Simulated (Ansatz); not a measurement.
# HgTe (Coloradoite): the cost of one run

Computed with Ansatz 0.2.0 (DFT PBEsol, scalar-relativistic, plane waves, PAW, unless a step's input says otherwise).

That is the level of the relaxation; later steps name their own.

1 further run of the same task is left out (set aside as unsound or not needed).

## (1) The starting structure

It takes space group F-43m (No. 216, cubic). The conventional cell has a = 6.509 Å, b = 6.509 Å, c = 6.509 Å, α = 90.00°, β = 90.00°, γ = 90.00°. Hg (site symmetry -43m) has 4 Te at 2.82 Å as nearest neighbours. Te (site symmetry -43m) has 4 Hg at 2.82 Å as nearest neighbours.

Structure file:

```cif
data_structure
_symmetry_space_group_name_H-M 'P 1'
_symmetry_Int_Tables_number 1
_cell_length_a 4.6029
_cell_length_b 4.6029
_cell_length_c 4.6029
_cell_angle_alpha 60.000
_cell_angle_beta 60.000
_cell_angle_gamma 60.000
_cell_volume 68.96
loop_
_atom_site_label
_atom_site_type_symbol
_atom_site_fract_x
_atom_site_fract_y
_atom_site_fract_z
_atom_site_occupancy
Hg1 Hg 0.00000 0.00000 0.00000 1
Te1 Te 0.25000 0.25000 0.25000 1
```

It is the result of an earlier relaxation at this level (volume 34.48 Å³/atom; gap on the mesh: none (metal)).

## (2) Levels with PBEsol on the hybrid's mesh

input.yaml

```yaml
crystal:
  lattice:
    - [0.0, 3.2547153775, 3.2547153775]
    - [3.2547153775, 0.0, 3.2547153775]
    - [3.2547153775, 3.2547153775, 0.0]
  atoms:
    - { symbol: Hg, position: [0.0, 0.0, 0.0] }
    - { symbol: Te, position: [0.25, 0.25, 0.25] }
basis:
  ecutwfc: 420
kpoints:
  mp_grid: { grid: [4, 4, 4] }
  band_path:
    path:
      - [0.0, 0.0, 0.0]
      - [-0.5, -0.5, 0.0]
      - [-0.375, -0.375, 0.25]
      - [-0.375, 0.0, 0.375]
      - [0.0, 0.0, 0.5]
      - [-0.5, -0.25, 0.25]
    npoints: 1
hamiltonian:
  xc: pbesol
scf:
  occupations: { method: gaussian, width: 0.1 }
  n_extra_bands: 4
output:
  forces: true
  stress: true
  eigenvalues: true
```

The run is started by

```console
> ansatz run input.yaml --threads 2 --pin off --max-ram 5120MiB --backend cpu --events-out ev --progress --plain --runs-dir out
```

**Question.** How long does this run take on 2 threads of AMD EPYC (Zen 3), shared host, and how much memory does it need?

About 3.5 s, with a peak of 0.35 GiB.
